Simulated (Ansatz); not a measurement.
# C₃H₈Al radical: a ladder of functionals and wavefunction methods

The task here is to estimate one member of a computed series from the others.

Program: Ansatz 0.2.0, Gaussian basis. Level of theory: functionals in def2-TZVPP, the program's frozen cores in correlated methods. These are calculated values, not measurements.

Plan: LDA (SPW92), PBE-D4, revPBE-D4, BLYP-D4, r2SCAN-D4, B97M-V, PBE0-D4, B3LYP-D4, r2SCANh-D4, r2SCAN0-D4, HSE06-D4, BHLYP-D4, CAM-B3LYP-D4, LC-ωPBE, ωB97X-V, ωB97M-V, B2PLYP, PBE-QIDH; CCSD(T)/def2-SVP; CCSD(T)/def2-TZVPP; MP2/def2-QZVPP; extrapolation to the limit; RPA on PBE.

### The geometry

The geometry comes from an earlier relaxation with PBE0-D4 in a triple-zeta def2 set; it is a stationary point, not always the lowest conformer.

SMILES `C[CH2][Al][CH3]`, 12 atoms, charge 0, spin multiplicity 2.

Atoms are counted from 1 here; the program's logs count them from 0.

Bond lengths: C1–C2 1.528 Å, C1–H5 1.094 Å, C1–H6 1.095 Å, C1–H7 1.093 Å, C2–Al3 1.983 Å, C2–H8 1.097 Å, C2–H9 1.098 Å, Al3–C4 1.971 Å, C4–H10 1.097 Å, C4–H11 1.097 Å, C4–H12 1.091 Å. Angles: C2–C1–H5 111.8°, C2–C1–H6 112.1°, C2–C1–H7 111.8°, H5–C1–H6 107.0°, H5–C1–H7 106.7°, H6–C1–H7 107.1°, C1–C2–Al3 114.8°, C1–C2–H8 110.8°, C1–C2–H9 110.7°, Al3–C2–H8 108.0°, Al3–C2–H9 107.5°, H8–C2–H9 104.5°, C2–Al3–C4 118.1°, Al3–C4–H10 109.6°, Al3–C4–H11 109.7°, Al3–C4–H12 114.1°, H10–C4–H11 106.8°, H10–C4–H12 108.1° and more.

Coordinates:

```xyz
12

C    -0.9911    1.1331    0.2197
C    -0.5642    0.1369    1.2968
Al    0.7139   -1.2514    0.6861
C     1.3571   -1.1682   -1.1754
H    -1.4864    0.6363   -0.6190
H    -1.6889    1.8838    0.6057
H    -0.1358    1.6733   -0.1954
H    -1.4375   -0.3707    1.7253
H    -0.1041    0.6582    2.1465
H     1.8596   -0.2090   -1.3494
H     0.5045   -1.2098   -1.8638
H     2.0500   -1.9676   -1.4431
```

Set-up of the first run:

in.yaml reads:

```yaml
crystal:
  periodic: [false, false, false]
  atoms:
    - {symbol: C, position_ang: [-0.991070, 1.133147, 0.219748]}
    - {symbol: C, position_ang: [-0.564219, 0.136934, 1.296809]}
    - {symbol: Al, position_ang: [0.713883, -1.251399, 0.686146]}
    - {symbol: C, position_ang: [1.357144, -1.168219, -1.175401]}
    - {symbol: H, position_ang: [-1.486411, 0.636320, -0.619048]}
    - {symbol: H, position_ang: [-1.688911, 1.883762, 0.605695]}
    - {symbol: H, position_ang: [-0.135762, 1.673311, -0.195396]}
    - {symbol: H, position_ang: [-1.437540, -0.370744, 1.725289]}
    - {symbol: H, position_ang: [-0.104137, 0.658215, 2.146476]}
    - {symbol: H, position_ang: [1.859571, -0.208992, -1.349373]}
    - {symbol: H, position_ang: [0.504533, -1.209771, -1.863838]}
    - {symbol: H, position_ang: [2.050020, -1.967562, -1.443109]}
basis:
  gaussian: {orbitals: def2-TZVPP}
magnetization: {spin_polarized: true, initial_magnetization: 1}
hamiltonian: {xc: lda}
output: {orbitals: {seedname: orbitals}}
```

Started as:

```console
$ ansatz run in.yaml --threads 4 --pin off --events-out ev --progress --plain --max-ram 10444MiB
```

Among the steps run: LDA; PBE-D4 (GGA); revPBE-D4 (GGA); BLYP-D4 (GGA); r2SCAN-D4 (meta-GGA); B97M-V (meta-GGA); PBE0-D4 (hybrid); B3LYP-D4 (hybrid); r2SCANh-D4 (hybrid); r2SCAN0-D4 (hybrid); HSE06-D4 (hybrid); BHLYP-D4 (hybrid); CAM-B3LYP-D4 (range-separated); LC-ωPBE (range-separated); ωB97X-V (range-separated); ωB97M-V (range-separated); B2PLYP (double hybrid); PBE-QIDH (double hybrid).

One of the session's tables, all rows but one given; the rest of the session is left out.

It belongs to the step «Frontier levels by functional». 

| functional | HOMO (eV) | LUMO (eV) | gap (eV) |
| --- | --- | --- | --- |
| LDA (SPW92) | -3.91 | -2.83 | 1.08 |
| PBE-D4 | -3.94 | -2.48 | 1.46 |
| revPBE-D4 | -3.93 | -2.36 | 1.57 |
| BLYP-D4 | -3.75 | -2.54 | 1.21 |
| r2SCAN-D4 | -4.21 | -2.08 | 2.14 |
| B97M-V | -3.87 | -2.86 | 1.01 |
| PBE0-D4 | -4.93 | -1.68 | 3.25 |
| B3LYP-D4 | -4.69 | -2.08 | 2.61 |
| r2SCANh-D4 | -4.57 | -1.84 | 2.73 |
| r2SCAN0-D4 | -5.11 | -1.51 | 3.60 |
| HSE06-D4 | -4.53 | -2.05 | 2.48 |
| BHLYP-D4 | -5.74 | -1.07 | 4.67 |
| CAM-B3LYP-D4 | ? | ? | ? |
| LC-ωPBE | -7.43 | 0.40 | 7.82 |
| ωB97X-V | -6.97 | -0.06 | 6.91 |
| ωB97M-V | -6.54 | -0.21 | 6.33 |

Estimate the missing values for CAM-B3LYP-D4.

**Answer.** HOMO (eV): -6.08; LUMO (eV): -0.95; gap (eV): 5.14. In the column «HOMO (eV)» it lies between ωB97M-V (-6.54) and BHLYP-D4 (-5.74).
